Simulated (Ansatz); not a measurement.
Born–Oppenheimer molecular dynamics of a periodic cell of 32 atoms, Mg$_{4}$Te$_{3}$S (host Mg4Te3S, host structure Pmm2). It goes on from the last frame of an earlier run, with new velocities.

Method: DFT PBEsol, scalar-relativistic, plane waves, PAW (Ansatz 0.2.0). Settings: cutoff 420 eV, k mesh 1x1x1, fermi-dirac smearing 0.05 eV, no spin polarisation.

* ensemble: NVT, Langevin thermostat
* time step: 2 fs
* steps asked: 200
* set temperature: 1950 K
* friction: 0.5 /fs
* seed: 308508

First frame:

```xyz
32
Lattice="9.0076 0.0000 0.0000 0.0000 9.0737 0.0000 0.0000 0.0000 12.6296" Properties=species:S:1:pos:R:3
Mg 0.597 3.656 6.904
Mg 2.170 0.104 2.980
Mg 0.448 6.045 4.856
Mg 4.409 4.159 1.792
Te 2.356 2.344 0.767
Te 0.159 -0.289 4.730
Te 2.286 6.266 2.275
S -0.390 3.779 4.542
Mg 0.231 3.835 12.339
Mg 1.872 0.390 10.916
Mg -0.062 7.049 13.239
Mg 2.944 5.673 9.373
Te 1.523 2.648 9.578
Te -0.842 0.379 12.181
Te 2.581 5.672 6.777
S -0.379 5.774 11.251
Mg 4.990 2.347 6.189
Mg 7.108 1.098 3.373
Mg 4.448 6.534 4.659
Mg 7.261 4.735 3.001
Te 6.731 2.929 1.118
Te 4.731 0.131 4.408
Te 6.561 7.327 2.184
S 5.099 4.208 4.194
Mg 4.238 2.538 10.795
Mg 7.809 -0.951 9.849
Mg 5.981 6.642 12.207
Mg 6.470 4.640 9.220
Te 6.007 2.003 8.575
Te 4.232 -0.580 10.530
Te 7.374 6.595 7.604
S 4.801 4.773 10.685
```

Question: What does the run give?

Answer: The run went to its last step.

```yaml
steps_done: 200
time_covered: 400 fs
mean_temperature_over_the_second_half: 1938 K
spread_of_the_potential_energy_over_the_second_half: 16.5 meV per atom
mean_potential_energy_of_the_second_half_above_the_start: 38.2 meV per atom
```

A run of 0.4 ps of so small a system gives no equilibrium averages. The friction is so strong that the motion is overdamped, so the time scale means little. Limits of this set-up: coarse k mesh.

Question: What happens to the structure?

Answer: Mean squared displacements from the first frame to the last, about the centre of mass: Mg 0.20 Å², Te 0.03 Å², S 0.18 Å². Another seed would give other details.

Question: How do temperature and energy run in time?

Answer: 
| time (fs) | T (K) | potential energy less start (eV) |
| --- | --- | --- |
| 0 | 1889 | 0.000 |
| 20 | 2006 | 0.407 |
| 40 | 1823 | 0.369 |
| 60 | 2151 | 1.171 |
| 80 | 2150 | 1.260 |
| 100 | 1743 | 1.698 |
| 120 | 1357 | 2.305 |
| 140 | 1829 | 2.470 |
| 160 | 2084 | 1.583 |
| 180 | 1822 | 1.222 |
| 200 | 2127 | 1.557 |
| 220 | 1666 | 1.270 |
| 240 | 1568 | 1.014 |
| 260 | 1745 | 1.605 |
| 280 | 1952 | 2.080 |
| 300 | 1715 | 1.467 |
| 320 | 1748 | 1.347 |
| 340 | 2059 | 0.615 |
| 360 | 2347 | 0.516 |
| 380 | 1828 | 0.717 |
| 400 | 1728 | 1.151 |

The run took 10 min on 4 threads of Intel(R) Xeon(R) Platinum 8488C (Sapphire Rapids), on a shared host, peak memory 1.1 GiB.
